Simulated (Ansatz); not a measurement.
**SeO2: geometry and frequencies at several levels**

The task here is to estimate one member of a computed series from the others.

Method: the levels named in each step, in Ansatz 0.2.0.

## The system as given

Bond lengths: O1–Se2 1.568 Å, Se2–O3 1.568 Å. Angles: O1–Se2–O3 109.4°.

Structure file:

```xyz
3

O    -1.2595   -0.5736    0.3700
Se   -0.0076    0.2110   -0.1538
O     1.2969   -0.4678    0.3892
```

The first run:

File input.yaml:

```yaml
crystal:
  periodic: [false, false, false]
  atoms:
    - { symbol: O, position_ang: [-1.36259055, -0.56918095, 0.36291328] }
    - { symbol: Se, position_ang: [-0.00694827, 0.19373974, -0.14124646] }
    - { symbol: O, position_ang: [1.39935882, -0.45488879, 0.38370318] }
basis:
  gaussian: { orbitals: STO-3G }
hamiltonian:
  xc: hf
relax:
  f_tol: 0.002
  max_steps: 150
```

Started as:

```sh
$ ansatz run input.yaml --threads 2 --pin off --max-ram 5120MiB --backend cpu --events-out ev --progress --plain --runs-dir out
```

Among the steps run: Relaxation, HF/STO-3G; Frequencies, HF/STO-3G; Relaxation, HF/def2-SVP; Frequencies, HF/def2-SVP; Relaxation, LDA/def2-SVP; Frequencies, LDA/def2-SVP; Relaxation, PBE-D4/def2-SVP; Frequencies, PBE-D4/def2-SVP; Relaxation, MP2/def2-TZVPP; Frequencies, MP2/def2-TZVPP.

One table of the session follows, with a row left open; its other results are not shown here.

It belongs to the step «Geometries side by side». 

| level | O1–Se2 (Å) | Se2–O3 (Å) | dipole (D) | highest frequency (cm⁻¹) |
| --- | --- | --- | --- | --- |
| HF/STO-3G | 1.6819 | 1.6819 | 2.10 | 887 |
| HF/def2-SVP | ? | ? | ? | ? |
| LDA/def2-SVP | 1.6162 | 1.6162 | 2.49 | 1004 |
| PBE-D4/def2-SVP | 1.6352 | 1.6352 | 2.49 | 963 |
| PBE0-D4/def2-TZVPP | 1.5991 | 1.5991 | 2.80 | - |
| MP2/def2-TZVPP | 1.6232 | 1.6232 | 2.53 | 994 |

Q: Estimate the row for HF/def2-SVP from the others.

**Answer.** O1–Se2 (Å): 1.5597; Se2–O3 (Å): 1.5597; dipole (D): 3.31; highest frequency (cm⁻¹): 1198. In the column «O1–Se2 (Å)» it is the lowest.
